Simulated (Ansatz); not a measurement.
# TaO2: magnetic states

One table from this session's results is given with a row withheld; the runs are named, their logs left out.

Program: Ansatz 0.2.0. Level of theory: DFT r2SCAN, scalar-relativistic, plane waves, PAW. These are calculated values, not measurements.

4 further runs of the same task are left out: 2 that didn't finish, 2 set aside as unsound or not needed. Runs told in other sessions of the task aren't counted.

## The system as given

It takes space group P-3m1 (No. 164, trigonal). Conventional cell: a = 3.058 Å, b = 3.058 Å, c = 4.866 Å, α = 90.00°, β = 90.00°, γ = 120.00°. Ta (site symmetry -3m) is surrounded by 6 O at 2.07 Å. O (site symmetry 3m) has 3 Ta at 2.07 Å in its first shell of neighbours.

Structure file:

```
Ta O
1.0
     3.05811    0.00000    0.00000
    -1.52906    2.64840    0.00000
     0.00000    0.00000    4.86591
Ta O
1 2
Cartesian
  0.0000 0.0000 0.0000
  0.0000 1.7656 1.0780
  1.5291 0.8828 3.7879
```

It is the result of an earlier relaxation at this level (volume 13.14 Å³/atom; gap on the mesh: none (metal), site moments up to 0.3 μB).

This is a hypothetical structure, made by putting the elements on a prototype's sites.

The first run:

The input, input.yaml:

```yaml
crystal:
  lattice:
    - [3.0581142731, 0.0, 0.0]
    - [-1.5290571365, 2.6484046482, 0.0]
    - [0.0, 0.0, 4.8659074844]
  atoms:
    - { symbol: Ta, position: [0.0, 0.0, 0.0] }
    - { symbol: O, position: [0.3333333333, 0.6666666667, 0.2215345398] }
    - { symbol: O, position: [0.6666666667, 0.3333333333, 0.7784654602] }
basis:
  ecutwfc: 500
kpoints:
  mp_grid: { grid: [18, 18, 10] }
hamiltonian:
  xc: r2scan
scf:
  occupations: { method: gaussian, width: 0.1 }
  lower_state_search: "off"
output:
  forces: true
  stress: true
  eigenvalues: true
```

Run with:

```
> ansatz run input.yaml --threads 1 --pin off --max-ram 2560MiB --backend cpu --events-out ev --progress --plain --runs-dir out
```

Among the steps run: Magnetic start: no spin polarisation; Magnetic start: ferromagnetic; Magnetic start: large parallel starting moments; Start: antiferromagnetic, doubled cell, propagation vector (0, 0, 1/2); Start: antiferromagnetic, doubled cell, propagation vector (0, 1/2, 0); Magnetic start: small parallel starting moments.

One table of the session follows, with a row left open; its other results are not shown here.

It belongs to the step «Which state is lowest». 

```
                                                          start  energy above the lowest (meV/atom)  pressure (GPa)
                                                  ferromagnetic                                0.00             0.0
                                large parallel starting moments                                0.00             0.0
                                small parallel starting moments                                0.00             0.0
antiferromagnetic, doubled cell, propagation vector (0, 0, 1/2)                                0.02             0.0
antiferromagnetic, doubled cell, propagation vector (0, 1/2, 0)                                   ?               ?
                                                        no spin                                7.93            -0.6
```

**Question.** Estimate the row for antiferromagnetic, doubled cell, propagation vector (0, 1/2, 0).

As computed: energy above the lowest (meV/atom): 6.74; pressure (GPa): -0.4. In the column «energy above the lowest (meV/atom)» it lies between antiferromagnetic, doubled cell, propagation vector (0, 0, 1/2) (0.02) and no spin (7.93).

Caveats from the session: Other magnetic orders or occupations could lie lower; they were not searched in full. Warnings in the runs' records: stability check not made.
